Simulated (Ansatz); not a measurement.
Ca-Na mixtures: a scan of ordered alloys across composition, run with the Ansatz DFT code, driven from Python.

The script, `ca_alloy.py`:
```python
'''Ordered Ca-Na cells across composition, after relaxing atoms and volume at fixed cell shape.'''

from collections import Counter
from dataclasses import dataclass
import warnings

import ansatz
import numpy as np
import pandas as pd


@dataclass(frozen=True)
class RunConfig:
    xc: str = 'r2scan'
    ecut: int = 550
    kspacing: float = 0.3
    occupations: str = 'gaussian'
    sigma: float = 0.1


settings = RunConfig()


def fcc(a_site, a):
    return (
        ansatz.Lattice.fcc(a)
        .space_group(225)
        .atom(a_site, [0, 0, 0])
        .primitive()
    )

A_FIRST, A_LAST = 5.59, 5.39


def run_phase(name, crystal):
    calc = (
        crystal.calculation()
        .functional(settings.xc)
        .basis(settings.ecut)
        .kpoints(spacing=settings.kspacing)
        .occupations(settings.occupations, width=settings.sigma)
        .band_table()
    )
    calc = calc.relax(force_tolerance=0.01, max_steps=60, fix_cell=['shape'])
    return calc.run(threads=1, pin='off')


def volume_per_atom(outcome):
    return abs(np.linalg.det(outcome.lattice.cell_ang)) / len(outcome.lattice.sites)


def counts(outcome):
    return Counter(site.symbol for site in outcome.lattice.sites)

warnings.simplefilter('ignore', ansatz.DeckWarning)

# swap the mixed sites of the conventional cell one by one
phases = {}
for k in range(4 + 1):
    a = A_FIRST + (A_LAST - A_FIRST) * k / 4
    cell = fcc('Ca', a).conventional().resolved()
    sites = [site.position for site in cell.sites if site.symbol == 'Ca']
    for position in sites[:k]:
        cell = cell.substitution('Na', at=position, replaces='Ca')
    phases[f'Ca{4 - k}Na{k}'] = cell.resolved()

done = {name: run_phase(name, crystal) for name, crystal in phases.items()}

# mixing quantities against the straight line between the end members, both on this lattice
x = {name: counts(o)['Na'] / (counts(o)['Ca'] + counts(o)['Na']) for name, o in done.items()}
first, last = min(x, key=x.get), max(x, key=x.get)
energy = {name: o.report['energy_sigma0_ev'] / len(o.lattice.sites) for name, o in done.items()}
volume = {name: volume_per_atom(o) for name, o in done.items()}
rows = []
for name in sorted(done, key=x.get):
    line = lambda table: (1 - x[name]) * table[first] + x[name] * table[last]
    rows.append((name, x[name], 1000 * (energy[name] - line(energy)), volume[name], 100 * (volume[name] / line(volume) - 1)))
print(pd.DataFrame(rows, columns=['cell', 'x(Na)', 'E_mix (meV/atom)', 'V (A^3/atom)', 'excess V (%)']).round(4).to_string(index=False))
# a fit of these few cells to Omega x(1 - x); small periodic cells, not a random solution
shape = np.array([row[1] * (1 - row[1]) for row in rows])
print('Omega =', round(float(shape @ [row[2] for row in rows] / (shape @ shape)), 1), 'meV/atom')
```

Do these ordered cells favour mixing or separation, and does the volume follow a straight line between the end members?

Mixing energies: +74 meV an atom at x(Na) = 0.25 (volume -0.9 % off the straight line), +85 meV an atom at x(Na) = 0.50 (volume -1.0 % off the straight line) and +63 meV an atom at x(Na) = 0.75 (volume -1.0 % off the straight line). All are positive, so the end members on this lattice are favoured over these cells.

What the script printed:

```console
$ python ca_alloy.py
  cell  x(Na)  E_mix (meV/atom)  V (A^3/atom)  excess V (%)
Ca4Na0   0.00            0.0000       43.6692        0.0000
Ca3Na1   0.25           73.5313       41.8371       -0.9172
Ca2Na2   0.50           85.4043       40.3836       -0.9710
Ca1Na3   0.75           62.8856       38.9546       -0.9665
Ca0Na4   1.00            0.0000       37.8900        0.0000
Omega = 353.3 meV/atom
```

Atoms and volume are relaxed with the cell's shape held, which in cells of lower than cubic symmetry can hide stresses and shift volumes. These are small ordered cells, with both end members on the same lattice, which need not be their own; they aren't random solutions. Differences under about 40 meV an atom lie within the error of mesh and functional. The cells are prototypes set up for this calculation and needn't exist. Wall time of the script: 3.2 min on 1 thread of Arm Neoverse V1, with other jobs on the host, peak memory 0.96 GiB.
